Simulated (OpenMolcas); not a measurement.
# Ru⁵⁺ among point charges: CASSCF and CASPT2 levels and susceptibility

Aim: the splitting of the states of Ru⁵⁺ in the field of 6 point charges, its lowest levels with spin-orbit coupling and its magnetic susceptibility.

Program: OpenMolcas 26.06. Level of theory: state-averaged CASSCF and CASPT2, spin-orbit coupling by RASSI with atomic mean-field integrals. These are calculated values, not measurements, unless marked.

## (1) The system

| Property | Result |
| --- | --- |
| Species | Ru⁵⁺ (ruthenium, Z = 44, 39 electrons) |
| Basis | ANO-RCC-VDZP [6s5p3d1f], 43 functions |
| Scalar Hamiltonian | DKH2, point nucleus |
| Inactive shells | 1s 2s 2p 3s 3p 3d 4s 4p |
| Active space | 3 electrons in 5 orbitals (4d) |
| Some configurations of this space | 4d3 |
| Orbitals | optimised for each spin and parity, averaged over all roots |

Outer shells as boxes (Hund's rule):

4d3
```
4d [↑ ][↑ ][↑ ][  ][  ]
```

The ion sits among 6 point charges of -1.36 e arranged as an octahedron (Oh), 2 Å from the ion.

Each step is its own input file, run in one work folder so that later steps find the files of earlier ones. Labels, J, g values, rates, χT and fits are worked out afterwards by a script from the matrices that RASSI stores. The input lists half of the charges; inversion (Group=XYZ) makes the rest.

## (2) Basis and integrals

a.inp reads:

```
&GATEWAY
Coord
1

Ru 0.0 0.0 0.0
Basis=ANO-RCC-VDZP
Group=XYZ
NoMove
AngMom=0.0 0.0 0.0
AMFI
XField
3 Angstrom 0
2.000000 0.000000 0.000000 -1.360000
0.000000 2.000000 0.000000 -1.360000
0.000000 0.000000 2.000000 -1.360000
&SEWARD
```

Command:

```sh
OMP_NUM_THREADS=1 MOLCAS_MEM=1689 MOLCAS_PROJECT=a pymolcas a.inp > a.log
```

## (3) Reference wave functions, quartets of even parity, 10 roots

a.inp reads:

```
&RASSCF
FileOrb=start.orb
Symmetry=1
Spin=4
nActEl=3 0 0
Inactive=9 9
Ras2=5 0
CIRoot=10 10 1
SDav=10
CIMx=300
Iter=120 100
PrWF=0.3
OrbListing=Nothing
MaxOrb=0
>>> COPY $Project.JobIph JOB001
```

start.orb holds the contracted functions of the basis, ordered by shell, or the orbitals of the step before.

## (4) Reference wave functions, doublets of even parity, 40 roots

a.inp reads:

```
&RASSCF
FileOrb=start.orb
Symmetry=1
Spin=2
nActEl=3 0 0
Inactive=9 9
Ras2=5 0
CIRoot=40 40 1
SDav=40
CIMx=300
Iter=120 100
PrWF=0.3
OrbListing=Nothing
MaxOrb=0
>>> COPY $Project.JobIph JOB002
```

## (5) RASSI: spin-orbit coupling between the states

a.inp reads:

```
&RASSI
NrOfJobIphs=2 10 40
1 2 3 4 5 6 7 8 9 10
1 2 3 4 5 6 7 8 9 10 11 12 13 14 15 16 17 18 19 20 21 22 23 24 25 26 27
28 29 30 31 32 33 34 35 36 37 38 39 40
IphNames
JOB001
JOB002
EJob
SpinOrbit
DIPRint=1.0
SOCoupling=1000.0
Subsets=2
Property=9
'ANGMOM' 1 'ANGMOM' 2 'ANGMOM' 3 'MLTPL  1' 1 'MLTPL  1' 2 'MLTPL  1' 3
'AMFI' 1 'AMFI' 2 'AMFI' 3
SOProperty=3
'ANGMOM' 1 'ANGMOM' 2 'ANGMOM' 3
```

## (6) CASPT2: IPEA 0.25, imaginary shift 0.1 (closed shells correlated: 4s 4p)

a.inp reads:

```
>>> COPY JOB001 $Project.JobIph
&CASPT2
Multistate=10 1 2 3 4 5 6 7 8 9 10
NoMult
Frozen=8 6
IPEA=0.25
Imaginary=0.1
MaxIter=60
WThr=0.0 0.3 0.05
PrWF=0.5
NoMix
>>> COPY JOB002 $Project.JobIph
&CASPT2
Multistate=40 1 2 3 4 5 6 7 8 9 10 11 12 13 14 15 16 17 18 19 20 21 22
23 24 25 26 27 28 29 30 31 32 33 34 35 36 37 38 39 40
NoMult
Frozen=8 6
IPEA=0.25
Imaginary=0.1
MaxIter=60
WThr=0.0 0.3 0.05
PrWF=0.5
NoMix
```

(Steps that only read results are left out.)

Before running it: what results should come out? Wanted: spin-free ground state; first state of the same spin within the active space; lowest level; next level.

The runs gave:

| quantity | value |
| --- | --- |
| method | SS-CASPT2, IPEA 0.25, imaginary shift 0.1 (closed shells correlated: 4s 4p) |
| spin-free ground state | 4A2, 1-fold in its orbital part |
| first state of the same spin within the active space | 4T2 at 4290 cm⁻¹ |
| lowest level | 4-fold Γ8 |
| next level | 3985.7 cm⁻¹ |
| χT at 300 K | 0.69 cm³ K/mol |
| effective moment at 300 K | 2.35 μB |

Cost by method:

```
                                              method  time of its own steps  time with the reference
                                           A. CASSCF                   11 s                     11 s
B. SS-CASPT2, IPEA 0.25, imaginary shift 0.1, +4s 4p                  3.3 s                     14 s
```

Times are of one thread on a shared host.

**Reading.** The spin-free ground state (4A2) comes to 100 % from free-ion F terms and keeps the highest spin of the shell. χT at 300 K is 0.69, against 1.88 cm³ K/mol for the spin alone, so spin-orbit coupling lowers it. CASPT2 does not keep the components of a term degenerate, and the means are used. The field of point charges can differ much from that of real complexes. Point charges carry no covalency, so the field is a model and not that of real ligands.
